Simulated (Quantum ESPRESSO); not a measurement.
TaF3:

```
CELL_PARAMETERS angstrom
3.90120 0.00000 0.00000
0.00000 3.90120 0.00000
0.00000 0.00000 3.90120
ATOMIC_POSITIONS crystal
Ta 0.00000 0.00000 0.00000
F 0.50000 0.00000 0.00000
F 0.00000 0.50000 0.00000
F 0.00000 0.00000 0.50000
```

Alike in all runs: program Quantum ESPRESSO 7.5; functional PBE; potentials or basis SSSP 1.3 efficiency PBE; cutoff 748 eV; density cutoff 5987 eV; k mesh 5 × 5 × 5; occupations gaussian, width 0.05 eV; hubbard terms Ta d U = 5 eV.

Q: Only the start or the spin constraint differs. Which run ends lowest in energy?
A. collinear spin, ferromagnetic start of up to 2 μB; state fm; occupations atomic
B. no spin polarisation; state nm; occupations atomic
C. collinear spin, zero start; state nm spin; fixed moment 0; occupations atomic

A: A.

```csv
start,free energy over the lowest (meV/atom),net moment (μB),site or absolute moments (μB),gap
"collinear spin, zero start; state nm spin; fixed moment 0; occupations atomic",341.4,0.00,-,-
no spin polarisation; state nm; occupations atomic,341.4,-,-,none (metal or under the smearing width)
"collinear spin, ferromagnetic start of up to 2 μB; state fm; occupations atomic",0.0,2.00,Ta +0.80; F +0.01,none (metal or under the smearing width)
```

Allowing spin polarisation gains 341 meV/atom. Runs with fixed or held moments lie higher by the price of the constraint. A still lower state may exist.

Caveats: the cell is far from rest, so the order of the states can change on relaxing; U without spin polarisation on a metal has little footing (some runs); the total moment is fixed, so each spin has its own Fermi level (some runs).
